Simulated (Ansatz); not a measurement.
# TaSi: the cost of one run

Method: DFT PBE, scalar-relativistic, plane waves, PAW, in Ansatz 0.2.0.

### 1 The starting structure

The structure is trigonal, space group R-3m (No. 166). The conventional cell has a = 2.811 Å, b = 2.811 Å, c = 13.428 Å, α = 90.00°, β = 90.00°, γ = 120.00°. Around Ta (site symmetry -3m) lie 6 Si at 2.76 Å and 6 Ta at 2.81 Å. Si (site symmetry -3m) is surrounded by 6 Ta at 2.76 Å and 6 Si at 2.81 Å.

As a file:

```cif
data_structure
_symmetry_space_group_name_H-M 'P 1'
_symmetry_Int_Tables_number 1
_cell_length_a 4.7611
_cell_length_b 4.7611
_cell_length_c 4.7611
_cell_angle_alpha 34.334
_cell_angle_beta 34.334
_cell_angle_gamma 34.334
_cell_volume 30.62
loop_
_atom_site_label
_atom_site_type_symbol
_atom_site_fract_x
_atom_site_fract_y
_atom_site_fract_z
_atom_site_occupancy
Ta1 Ta 0.00000 0.00000 0.00000 1
Si1 Si 0.50000 0.50000 0.50000 1
```

This is candidate A: CuPt (L1_1) type (R-3m, No. 166).

(A quick probe on a coarse mesh, which set the mesh and smearing, is not shown.)

### 3 Coarse relaxation (candidate A)

input.yaml

```yaml
crystal:
  lattice:
    - [1.4052708433, 0.8113334997, 4.4760478713]
    - [-1.4052708433, 0.8113334997, 4.4760478713]
    - [0.0, -1.6226669993, 4.4760478713]
  atoms:
    - { symbol: Ta, position: [0.0, 0.0, 0.0] }
    - { symbol: Si, position: [0.5, 0.5, 0.5] }
basis:
  ecutwfc: 420
kpoints:
  mp_grid: { grid: [6, 6, 6] }
hamiltonian:
  xc: pbe
scf:
  occupations: { method: gaussian, width: 0.1 }
  lower_state_search: "off"
output:
  forces: true
  stress: true
  eigenvalues: true
relax:
  adjacent_minimum: "off"
  f_tol: 0.04
  max_steps: 70
  cell: { stress_tol: 0.4 }
```

The run is started by

```sh
ansatz run input.yaml --threads 1 --pin off --max-ram 2560MiB --backend cpu --events-out ev --progress --plain --runs-dir out
```

Q: Estimate wall time and peak memory on 1 thread of Intel Xeon 6975P-C (Granite Rapids), shared host.

About 2.8 s, with a peak of 0.36 GiB.
